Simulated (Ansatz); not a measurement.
# CAlCl2N: basis-set convergence

One table from this session's results is given with a row withheld; the runs are named, their logs left out.

Computed with Ansatz 0.2.0, Gaussian basis. Level: one geometry, several basis sets.

Levels to be run: PBE0-D4/def2-SVP; ωB97M-V/def2-SVP; PBE0-D4/def2-QZVPP; ωB97M-V/def2-QZVPP; the functionals' def2-TZVPP values are taken from earlier runs.

**Structure used throughout**

The geometry comes from an earlier relaxation with PBE0-D4 in a triple-zeta def2 set; it is a stationary point.

SMILES `N#[C][Al]([Cl])[Cl]`, 5 atoms, charge 0, spin multiplicity 1.

Atoms are counted from 1 here; the program's logs count them from 0.

Bond lengths: N1–C2 1.153 Å, C2–Al3 1.912 Å, Al3–Cl4 2.062 Å, Al3–Cl5 2.062 Å. Angles: N1–C2–Al3 179.9°, C2–Al3–Cl4 118.7°, C2–Al3–Cl5 118.7°, Cl4–Al3–Cl5 122.6°.

Coordinates:

```
atom     x (Å)     y (Å)     z (Å)
  N1   1.44350  -1.46155   1.38124
  C2   0.77219  -0.78572   0.73167
 Al3  -0.33836   0.33670  -0.34589
 Cl4  -2.02355  -0.47570  -1.21316
 Cl5   0.19622   2.31256  -0.59535
```

Set-up of the first run:

Contents of in.yaml:

```yaml
crystal:
  periodic: [false, false, false]
  atoms:
    - {symbol: N, position_ang: [1.443503, -1.461545, 1.381239]}
    - {symbol: C, position_ang: [0.772189, -0.785722, 0.731665]}
    - {symbol: Al, position_ang: [-0.338360, 0.336705, -0.345887]}
    - {symbol: Cl, position_ang: [-2.023553, -0.475703, -1.213164]}
    - {symbol: Cl, position_ang: [0.196221, 2.312564, -0.595353]}
basis:
  gaussian: {orbitals: def2-SVP}
hamiltonian: {xc: pbe0, dispersion: d4}
output: {orbitals: {seedname: orbitals}}
```

Among the steps run: PBE0-D4 in def2-SVP; ωB97M-V in def2-SVP; PBE0-D4 in def2-QZVPP; ωB97M-V in def2-QZVPP.

One table of the session follows, with a row left open; its other results are not shown here.

It belongs to the step «Functionals by basis». 

| functional | basis | HOMO (eV) | LUMO (eV) |
| --- | --- | --- | --- |
| PBE0-D4 | def2-SVP | -9.77 | -2.19 |
| PBE0-D4 | def2-TZVPP | ? | ? |
| PBE0-D4 | def2-QZVPP | -9.92 | -2.35 |
| ωB97M-V | def2-SVP | -11.97 | -0.29 |
| ωB97M-V | def2-TZVPP | -12.16 | -0.47 |
| ωB97M-V | def2-QZVPP | -12.19 | -0.53 |

Q: Estimate the row for PBE0-D4, def2-TZVPP from the others.

As computed: HOMO (eV): -9.89; LUMO (eV): -2.31. In the column «HOMO (eV)» it lies between PBE0-D4, def2-QZVPP (-9.92) and PBE0-D4, def2-SVP (-9.77).
